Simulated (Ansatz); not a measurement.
# C3H7BSi: the cost of one run

Program: Ansatz 0.2.0. Level of theory: RKS PBE0/def2-SVP. These are calculated values, not measurements.

**1. The system as given**

Bond lengths: B1–C2 1.523 Å, C2–Si3 1.823 Å, C2–C4 1.279 Å, C4–C5 1.344 Å, B1–H6 1.204 Å, B1–H7 1.208 Å, Si3–H8 1.448 Å, Si3–H9 1.489 Å, Si3–H10 1.513 Å, C5–H11 1.049 Å, C5–H12 1.074 Å. Angles (14 of 16 angles, heavy atoms first): B1–C2–Si3 119.7°, B1–C2–C4 120.1°, Si3–C2–C4 120.0°, C2–C4–C5 173.9°, C2–B1–H6 123.3°, C2–B1–H7 121.6°, C2–Si3–H8 110.9°, C2–Si3–H9 111.9°, C2–Si3–H10 109.6°, C4–C5–H11 119.2°, C4–C5–H12 117.8°, H6–B1–H7 114.8°, H8–Si3–H9 111.5°, H8–Si3–H10 106.2°.

Coordinates:

```xyz
12

B     0.2445    1.7716   -0.3548
C     0.0411    0.3074    0.0129
Si    0.2965   -0.2341    1.7349
C    -0.2090   -0.5545   -0.8983
C    -0.6088   -1.4482   -1.8194
H     0.4931    2.6275    0.4541
H     0.0419    2.1771   -1.4746
H     0.1664   -1.6718    1.8480
H    -0.6123    0.4718    2.6804
H     1.7079    0.0983    2.1684
H    -0.7890   -1.1248   -2.8011
H    -0.6953   -2.4755   -1.5167
```

**2. End point A**

The input, input.yaml:

```yaml
crystal:
  periodic: [false, false, false]
  atoms:
    - { symbol: B, position_ang: [0.2445, 1.7716, -0.3548] }
    - { symbol: C, position_ang: [0.0411, 0.3074, 0.0129] }
    - { symbol: Si, position_ang: [0.2965, -0.2341, 1.7349] }
    - { symbol: C, position_ang: [-0.209, -0.5545, -0.8983] }
    - { symbol: C, position_ang: [-0.6088, -1.4482, -1.8194] }
    - { symbol: H, position_ang: [0.4931, 2.6275, 0.4541] }
    - { symbol: H, position_ang: [0.0419, 2.1771, -1.4746] }
    - { symbol: H, position_ang: [0.1664, -1.6718, 1.848] }
    - { symbol: H, position_ang: [-0.6123, 0.4718, 2.6804] }
    - { symbol: H, position_ang: [1.7079, 0.0983, 2.1684] }
    - { symbol: H, position_ang: [-0.789, -1.1248, -2.8011] }
    - { symbol: H, position_ang: [-0.6953, -2.4755, -1.5167] }
basis:
  gaussian: { orbitals: def2-SVP }
hamiltonian:
  xc: pbe0
relax:
  f_tol: 0.02
  max_steps: 50
```

Run with:

```console
ansatz run input.yaml --threads 2 --pin off --max-ram 3072MiB --backend cpu --events-out ev --progress --plain --runs-dir out
```

Q: Estimate wall time and peak memory on 2 threads of AMD EPYC 9R45 (Zen 5), shared host.

About 17 s, with a peak of 0.25 GiB.
